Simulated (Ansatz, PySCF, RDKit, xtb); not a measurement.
**Solving C2H3Sb, step by step**

Task: start from the formula C2H3Sb, draw up candidate structures, narrow them down in stages, and characterise the one that lies lowest at 1000 K.

Plan: many cheap relaxations first (GFN2-xTB), then density-functional screening, relaxation at r2SCAN-D4/def2-SVP, vibrations and a final energy. The numbers are computed, not measured.

6 further runs of the same task are left out: 6 set aside as unsound or not needed.

### 1 Candidates

All bonding patterns within simple valence rules are listed by program: one Lewis structure each, at most two rings and one unusual centre or charged pair. O–O, O–halogen and N–halogen bonds and N–N–N chains are not drawn. That gives 12 candidates.

```
label              SMILES     spin
 c069     [C-]#[Sb+][CH3]  singlet
 c189         C=[C]=[SbH]  singlet
 c195      [CH][CH]=[SbH]  triplet
 c221     [CH]#[Sb]=[CH2]  singlet
 c252    [CH]1=[CH][SbH]1  singlet
 c362           C[C]#[Sb]  singlet
 c543      [CH][CH]=[SbH]  singlet
 c602  [C-]1=[CH][SbH2+]1  singlet
 c826      [C]=[CH][SbH2]  singlet
 c841         C#[C][SbH2]  singlet
 c850      [C]=[CH][SbH2]  triplet
 c876    [CH]1=[Sb][CH2]1  singlet
```

Candidates are built by distance geometry, with a force field where one applies, in up to four conformers (letters a to d). 5 starts with atoms placed at random are added, to find patterns that the rules miss.

Q: Predict the outcome of this search (final energies at CCSD(T)/def2-TZVPP).

| quantity | value |
| --- | --- |
| lowest structure found | C[C]#[Sb], singlet, C3v |
| next finalist | C=[C]=[SbH], singlet, 5.3 kcal/mol higher in G |
| share at equilibrium, among the finalists | 91.4 % |
| harmonic wavenumbers, lowest and highest (r2SCAN-D4/def2-SVP) | 268 and 3079 cm⁻¹ |
| rotational constants, same geometry | 5.264, 0.09285 cm⁻¹ |
| dipole moment (PBE0/def2-TZVPD) | 0.74 D |
| HOMO energy (PBE0/def2-TZVPD) | -6.42 eV |
| LUMO energy (PBE0/def2-TZVPD) | -1.62 eV |
| HOMO–LUMO gap (PBE0/def2-TZVPD) | 4.80 eV |
| lowest excitation (TD-B3LYP/def2-SVPD) | 2.97 eV (f = 0.000) |
| lowest triplet excitation, same level, Tamm-Dancoff | 2.05 eV |
| vertical ionisation energy | 8.43 eV |
| vertical electron affinity | -0.08 eV (unbound: the value depends on the basis) |
| vertical triplet less singlet | +2.07 eV |

`C[C]#[Sb]` comes out lowest. The margin of 5.3 kcal/mol over the next finalist is beyond the usual error of the last level; it says nothing of structures that weren't ranked. GFN2-xTB, r2SCAN-D4/def2-SVP, r2SCAN-D4/def2-SVP, relaxed, HF/def2-TZVPP and MP2/def2-TZVPP already put its bonding pattern lowest among the structures in one piece; HF/STO-3G favours the singlet C#[C][SbH2] (c602a, not a finalist). Spin-orbit coupling, which matters for elements this heavy, is left out. The search is not exhaustive (a finite list of starts, one conformer a finalist), so a lower isomer can't be ruled out. Patterns outside the rules of the enumeration were met only by chance. The lowest isomer need not be the one that is made and kept in a bottle, which depends on barriers.
